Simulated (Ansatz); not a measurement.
**Sc2Ag6Ru: a short molecular-dynamics run**

A trajectory of Sc2Ag6Ru, a randomly packed cell with 9 atoms that was not relaxed first: 60 steps of 1.5 fs at constant energy, with velocities drawn for 300 K.

Program: Ansatz 0.2.0. Level of theory: DFT PBE, plane waves, PAW, scalar-relativistic, no spin polarisation. These are calculated values, not measurements.

## (1) The structure to begin with

The cell holds 9 atoms (Ag6RuSc2): a = 5.510 Å, b = 5.619 Å, c = 6.071 Å, α = 101.80°, β = 91.59°, γ = 92.65°.

Structure file:

```cif
data_structure
_symmetry_space_group_name_H-M 'P 1'
_symmetry_Int_Tables_number 1
_cell_length_a 5.5097
_cell_length_b 5.6191
_cell_length_c 6.0706
_cell_angle_alpha 101.802
_cell_angle_beta 91.595
_cell_angle_gamma 92.652
_cell_volume 183.64
loop_
_atom_site_label
_atom_site_type_symbol
_atom_site_fract_x
_atom_site_fract_y
_atom_site_fract_z
_atom_site_occupancy
Ru1 Ru 0.97163 0.53646 0.42015 1
Sc1 Sc 0.81953 0.91394 0.99934 1
Sc2 Sc 0.40289 0.33853 0.21877 1
Ag1 Ag 0.56255 0.78188 0.48957 1
Ag2 Ag 0.93966 0.40586 0.97516 1
Ag3 Ag 0.13389 0.98242 0.38901 1
Ag4 Ag 0.31062 0.52351 0.74109 1
Ag5 Ag 0.67460 0.24924 0.59711 1
Ag6 Ag 0.28069 0.00628 0.81671 1
```

## (2) Molecular dynamics

input.yaml

```yaml
crystal:
  lattice:
    - [5.404369, -0.820565, -0.690033]
    - [0.499194, 5.561511, -0.627938]
    - [0.501963, -0.620086, 6.017956]
  atoms:
    - { symbol: Ru, position: [0.971634, 0.536458, 0.420147] }
    - { symbol: Sc, position: [0.819531, 0.913936, 0.99934] }
    - { symbol: Sc, position: [0.402891, 0.338526, 0.218775] }
    - { symbol: Ag, position: [0.562548, 0.781881, 0.489567] }
    - { symbol: Ag, position: [0.939655, 0.405863, 0.975162] }
    - { symbol: Ag, position: [0.133894, 0.982423, 0.389006] }
    - { symbol: Ag, position: [0.310623, 0.523513, 0.741093] }
    - { symbol: Ag, position: [0.674601, 0.249244, 0.597111] }
    - { symbol: Ag, position: [0.280695, 0.006281, 0.816714] }
kpoints:
  mp_grid: { grid: [3, 3, 3] }
magnetization:
  spin_polarized: false
scf:
  occupations: { method: gaussian, width: 0.1 }
hamiltonian:
  pseudopotentials: { kind: paw }
  xc: pbe
basis:
  ecutwfc: 420
md:
  timestep: 1.5
  n_steps: 60
  ensemble: nve
  temperature: 300.0
  initial_velocities: maxwell_boltzmann
  seed: 604490
```

The run is started by

```sh
$ ansatz run input.yaml --threads 2 --pin off --max-ram 2560MiB --backend cpu --events-out ev --progress --plain --runs-dir out
```

What does the calculation give? Wanted: temperature, first and last step; temperature, second half; potential energy, second half; largest change of the total energy; mean square displacement, second half.

As calculated:

| quantity | value |
| --- | --- |
| length | 60 steps of 1.5 fs |
| temperature, first and last step | 300 and 854 K |
| temperature, second half | mean 802 K, from 695 to 854 K |
| potential energy, second half | -58 meV/atom from the start |
| largest change of the total energy | 0.01 meV/atom |
| mean square displacement, second half | Sc 0.106, Ru 0.102, Ag 0.045 Å² |

The temperature starts at 300 K and averages 802 K in the second half, where it ranges from 695 to 854 K; the start was no minimum (force components up to 0.9 eV/Å), and the potential energy that it sheds (58 meV/atom) turns into motion. The total energy strays from its start by at most 0.01 meV/atom, under 0.1 % of the mean kinetic energy, which is good for a step of 1.5 fs. Over the second half Sc atoms stand 0.3 Å (root mean square) from where they began, and the farthest move is 0.5 Å. 90 fs on 9 atoms is far too short and small for converged averages.
